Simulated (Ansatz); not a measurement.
# Ti2SnC: properties at the relaxed cell

An exercise on one series of results from a longer session: the logs are not shown, and one member is left open.

Computed with Ansatz 0.2.0 (DFT PBEsol, scalar-relativistic, plane waves, PAW, unless a step's input says otherwise).

1 further run of the same task is left out (set aside as unsound or not needed). Runs told in other sessions of the task aren't counted.

## Starting point

Symmetry: P6_3/mmc, No. 194, hexagonal system. Conventional cell: a = 3.140 Å, b = 3.140 Å, c = 13.629 Å, α = 90.00°, β = 90.00°, γ = 120.00°. Around Ti (site symmetry 3m) lie 3 C at 2.12 Å. Around Sn (site symmetry -6m2) lie 6 Ti at 2.93 Å and 6 Sn at 3.14 Å. Around C (site symmetry -3m) lie 6 Ti at 2.12 Å.

Structure file:

```
CELL_PARAMETERS angstrom
3.13957 0.00000 0.00000
-1.56978 2.71894 0.00000
0.00000 0.00000 13.62890
ATOMIC_POSITIONS crystal
Ti 0.33333 0.66667 0.08111
Ti 0.33333 0.66667 0.41889
Ti 0.66667 0.33333 0.58111
Ti 0.66667 0.33333 0.91889
Sn 0.33333 0.66667 0.75000
Sn 0.66667 0.33333 0.25000
C 0.00000 0.00000 0.00000
C 0.00000 0.00000 0.50000
```

It goes back to an entry of the Materials Project, which need not be the stable form.

It is the result of an earlier relaxation at this level (volume 14.54 Å³/atom; gap on the mesh: none (metal)).

The first run:

input.yaml reads:

```yaml
crystal:
  lattice:
    - [3.1078516439, 0.0, 0.0]
    - [-1.553925822, 2.6914784749, 0.0]
    - [0.0, 0.0, 13.491229016]
  atoms:
    - { symbol: Ti, position: [0.3333333333, 0.6666666667, 0.0811081368] }
    - { symbol: Ti, position: [0.3333333333, 0.6666666667, 0.4188918632] }
    - { symbol: Ti, position: [0.6666666667, 0.3333333333, 0.5811081368] }
    - { symbol: Ti, position: [0.6666666667, 0.3333333333, 0.9188918632] }
    - { symbol: Sn, position: [0.3333333333, 0.6666666667, 0.75] }
    - { symbol: Sn, position: [0.6666666667, 0.3333333333, 0.25] }
    - { symbol: C, position: [0.0, 0.0, 0.0] }
    - { symbol: C, position: [0.0, 0.0, 0.5] }
basis:
  ecutwfc: 420
kpoints:
  mp_grid: { grid: [12, 12, 4] }
hamiltonian:
  xc: pbesol
scf:
  occupations: { method: gaussian, width: 0.1 }
output:
  forces: true
  stress: true
  eigenvalues: true
relax:
  adjacent_minimum: "off"
  f_tol: 0.01
  max_steps: 30
  cell: { stress_tol: 0.1, fix: [volume] }
```

Started as:

```sh
$ ansatz run input.yaml --threads 2 --pin off --max-ram 5120MiB --backend cpu --events-out ev --progress --plain --runs-dir out
```

Steps of the session up to this table: Point at V/V0 = 0.97; The cell scaled to 1.03 of its volume; The cell scaled to 0.94 of its volume; Volume × 1.06; Volume × 0.91; Point at V/V0 = 1.10; Point at V/V0 = 0.88.

One table of the session follows, with a row left open; its other results are not shown here.

It belongs to the step «Equation of state». 

| volume (Å³/atom) | energy above the lowest point (meV/atom) | pressure (GPa) |
| --- | --- | --- |
| 12.797 | 122.4 | 25.31 |
| 13.234 | ? | ? |
| 13.670 | 27.0 | 10.56 |
| 14.106 | 6.3 | 4.83 |
| 14.543 | 0.0 | -0.02 |
| 14.979 | 5.8 | -4.09 |
| 15.415 | 21.8 | -7.49 |
| 15.997 | 55.9 | -11.10 |

Q: Estimate the row for volume (Å³/atom) = 13.234 from the others.

Worked estimate for «energy above the lowest point (meV/atom)». A straight line through the neighbours (12.797, 122.4) and (13.670, 27.0) gives 122.4 + (27.0 − 122.4) × (13.234 − 12.797) / (13.670 − 12.797) = 74.6; a parabola fitted to 3 rows on both sides gives 65.6.

As computed: energy above the lowest point (meV/atom): 64.7; pressure (GPa): 17.32. In «energy above the lowest point (meV/atom)» the line misses by +9.9 and the parabola by +0.9.
